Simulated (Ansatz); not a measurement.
# C2H5ClSi: basis-set convergence

Aim: see how fast density functionals converge with the basis set for C2H5ClSi.

Program: Ansatz 0.2.0, Gaussian basis. Level of theory: one geometry, several basis sets. These are calculated values, not measurements.

The runs, in order: PBE0-D4/def2-SVP; ωB97M-V/def2-SVP; PBE0-D4/def2-QZVPP; ωB97M-V/def2-QZVPP; the functionals' def2-TZVPP values are taken from earlier runs.

## Step 1: The geometry

All runs share one geometry, relaxed beforehand with PBE0-D4 in a triple-zeta def2 set.

SMILES `[SiH3]/C=C/Cl`, 9 atoms, charge 0, spin multiplicity 1.

Atoms are counted from 1 here; the program's logs count them from 0.

Bond lengths: Si1–C2 1.858 Å, Si1–H5 1.486 Å, Si1–H6 1.487 Å, Si1–H7 1.487 Å, C2–C3 1.325 Å, C2–H8 1.087 Å, C3–Cl4 1.724 Å, C3–H9 1.084 Å. Angles: C2–Si1–H5 108.6°, C2–Si1–H6 110.5°, C2–Si1–H7 110.5°, H5–Si1–H6 109.5°, H5–Si1–H7 109.5°, H6–Si1–H7 108.0°, Si1–C2–C3 121.1°, Si1–C2–H8 120.4°, C3–C2–H8 118.5°, C2–C3–Cl4 124.0°, C2–C3–H9 123.9°, Cl4–C3–H9 112.1°.

Geometry (Å):

```xyz
9
C2H5ClSi
Si   -0.79850    1.07790    0.03433
C    -0.16815   -0.66959    0.01366
C     1.12958   -0.92930   -0.05693
Cl    1.79522   -2.51890   -0.08083
H     0.36274    2.00256   -0.03754
H    -1.70037    1.32107   -1.12249
H    -1.56723    1.34055    1.27964
H    -0.86193   -1.50537    0.05957
H     1.89705   -0.16532   -0.10642
```

## Step 2: PBE0-D4 in def2-SVP

The input, in.yaml:

```yaml
crystal:
  periodic: [false, false, false]
  atoms:
    - {symbol: Si, position_ang: [-0.798496, 1.077898, 0.034330]}
    - {symbol: C, position_ang: [-0.168153, -0.669588, 0.013661]}
    - {symbol: C, position_ang: [1.129583, -0.929296, -0.056926]}
    - {symbol: Cl, position_ang: [1.795221, -2.518896, -0.080829]}
    - {symbol: H, position_ang: [0.362737, 2.002563, -0.037540]}
    - {symbol: H, position_ang: [-1.700371, 1.321066, -1.122492]}
    - {symbol: H, position_ang: [-1.567235, 1.340550, 1.279638]}
    - {symbol: H, position_ang: [-0.861931, -1.505371, 0.059574]}
    - {symbol: H, position_ang: [1.897045, -0.165325, -0.106416]}
basis:
  gaussian: {orbitals: def2-SVP}
hamiltonian: {xc: pbe0, dispersion: d4}
output: {orbitals: {seedname: orbitals}}
```

Command:

```
> ansatz run in.yaml --threads 2 --pin off --events-out ev --progress --plain --max-ram 4352MiB
```

After this run come: ωB97M-V in def2-SVP; PBE0-D4 in def2-QZVPP; ωB97M-V in def2-QZVPP.

Q: Predict the results of all the runs planned. Wanted: PBE0-D4: double and triple zeta above quadruple; ωB97M-V: double and triple zeta above quadruple.

The runs gave:

| quantity | value |
| --- | --- |
| PBE0-D4: double and triple zeta above quadruple | 10.25, 0.76 eV |
| ωB97M-V: double and triple zeta above quadruple | 10.32, 0.71 eV |

PBE0-D4 gains 9.50 eV from double to triple zeta, then 0.76 eV more. Total energies overstate the basis error of differences, where much of it tends to cancel.
